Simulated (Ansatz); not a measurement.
# TiO2, space group I4_1/amd: a convergence test of the plane-wave cutoff

Program: Ansatz 0.2.0, Python API.

Input file `tio2.extxyz`:
```text
6
Lattice="-1.8921 1.8921 4.7573 1.8921 -1.8921 4.7573 1.8921 1.8921 -4.7573" Properties=species:S:1:pos:R:3 pbc="T T T"
Ti    0.00000000    0.00000000    0.00000000
Ti    0.00000000    1.89210000    2.37865000
O     0.00000000   -0.00000000    1.97998826
O     0.00000000    1.89210000    4.35863826
O     0.00000000    1.89210000    0.39866174
O    -0.00000000    0.00000000    7.53461174
```

Notebook, run cell by cell (the value of a cell's last expression is shown):

```python
import csv

import ansatz as az
```

```python
XC = "PBE"
KMESH = (8, 8, 8)
```

```python
structure = az.Crystal.from_extxyz("tio2.extxyz")
```

```python
job = (
    structure.calculation()
    .functional(XC)
    .kpoints(*KMESH)
    .occupations(az.OccupationsMethod.FIXED)
    .stress()
)
```

```python
rows = []
for value in [300, 350, 400, 450, 500]:
    rep = job.basis(value).run().report
    rows.append((value, rep["free_energy_ev"] / len(rep["lattice"]["sites"]), rep["n_iterations"], sum(rep["stress_gpa"][i][i] for i in range(3)) / 3, rep["n_pw"]))
```

    DeckWarning: basis.ecutwfc = 300 eV is below the records' recommended 420 eV, and the density's cutoff is lower with it unless basis.ecutrho_ratio is high enough to keep the records' density cutoff: compare with a run at a higher cutoff
    DeckWarning: basis.ecutwfc = 350 eV is below the records' recommended 420 eV, and the density's cutoff is lower with it unless basis.ecutrho_ratio is high enough to keep the records' density cutoff: compare with a run at a higher cutoff
    DeckWarning: basis.ecutwfc = 400 eV is below the records' recommended 420 eV, and the density's cutoff is lower with it unless basis.ecutrho_ratio is high enough to keep the records' density cutoff: compare with a run at a higher cutoff

```python
with open("ecut.csv", "w", newline="") as handle:
    writer = csv.writer(handle)
    writer.writerow(["cutoff (eV)", "F/atom (eV)", "iterations", "P (GPa)", "plane waves"])
    writer.writerows([round(v, 5) if isinstance(v, float) else v for v in row] for row in rows)
```

```python
for row in rows[:-1]:
    shift = 1000 * (row[1] - rows[-1][1])
    print(f"{row[0]}: {shift:+.2f} meV/atom" + ("  (within 5 meV)" if abs(shift) < 5 else ""))
```

    300: +359.94 meV/atom
    350: +66.26 meV/atom
    400: +9.17 meV/atom
    450: +0.87 meV/atom  (within 5 meV)

It writes `ecut.csv`:
```csv
cutoff (eV),F/atom (eV),iterations,P (GPa),plane waves
300,-1212.55564,7,3.69337,809
350,-1212.84933,8,5.11348,1039
400,-1212.90641,7,5.14927,1243
450,-1212.91472,7,5.19002,1517
500,-1212.91559,6,5.19386,1693
```

From 450 eV on it stays within 5 meV an atom of the value at 500 eV; the first row (300 eV) is off by 359.9 meV and the last but one by 0.87 meV. The energy falls steadily, as expected when plane waves are added. The pressure moves from 3.69 to 5.19 GPa (the program's stress holds a Pulay correction, so it settles early). The last run costs about 2.2 times the first.

Caveats:
- Spin is left out of this run.
- Pressure is positive in compression.
- The starting cell is as deposited in a crystallographic database; the results hold for this polymorph, which needn't be the stable one.
- Warnings are shown shortened and without file and line.
- Shifts are counted from the last row, which is itself no proven limit.
- Finished in 30 s on 1 thread of Arm Neoverse V1 (shared host), peak memory 0.46 GiB.
